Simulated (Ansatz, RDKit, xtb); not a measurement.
# Isomers of C3H10OSi2, a sample narrowed down

Which of a sample of isomers of C3H10OSi2 is the most stable in the gas at 298.15 K, and what are its properties? The sample is small against all isomers, and the most stable one of this formula need not be in it.

The funnel: GFN2-xTB relaxations, single points with a density functional, relaxations at r2SCAN-D4/def2-SVP, harmonic vibrations (at GFN2-xTB), and a last energy at a higher level. All values are calculated.

## 1. Possible bonding patterns

Isomers were taken from a list of plausible structures; this is a sample, not all of them. That gives 6 candidates.

| label | SMILES | spin |
| --- | --- | --- |
| c137 | [SiH3][C@@H]1C[C@H]([SiH3])O1 | singlet |
| c177 | [SiH3]C1([SiH3])CCO1 | singlet |
| c215 | [SiH3][C@@H]1CO[C@@H]1[SiH3] | singlet |
| c548 | [SiH3][C@@H]1CO[C@H]1[SiH3] | singlet |
| c550 | [SiH3][C@@H]1C[C@@H]([SiH3])O1 | singlet |
| c772 | [SiH3]C1([SiH3])COC1 | singlet |

Candidates are built by distance geometry, with a force field where one applies, in up to four conformers (letters a to d).

**Question.** With final energies at CCSD(T)/def2-SVP + MP2/def2-TZVPP - MP2/def2-SVP, which structure will this search put lowest in free energy, and by what margin?

| quantity | value |
| --- | --- |
| lowest structure found | [SiH3]C1([SiH3])COC1, singlet |
| next finalist | [SiH3][C@@H]1CO[C@H]1[SiH3], singlet, 3.1 kcal/mol higher in G |
| share at equilibrium, among the finalists | 98.9 % |

The search ends on `[SiH3]C1([SiH3])COC1`. Among the finalists first place is clear (3.1 kcal/mol); structures outside the list aren't covered. r2SCAN-D4/def2-SVP, r2SCAN-D4/def2-SVP, relaxed, HF/def2-SVP and MP2/def2-SVP already put its bonding pattern lowest among the structures in one piece; GFN2-xTB favours the singlet [SiH3][C@@H]1C[C@@H]([SiH3])O1; HF/STO-3G favours the singlet [SiH3][C@@H]1C[C@H]([SiH3])O1. Lowest found is not proven lowest: the search is finite, and each finalist counts with one conformer. Only 6 drawn patterns were tried, so whole families of isomers are missing, and the result ranks this sample alone.
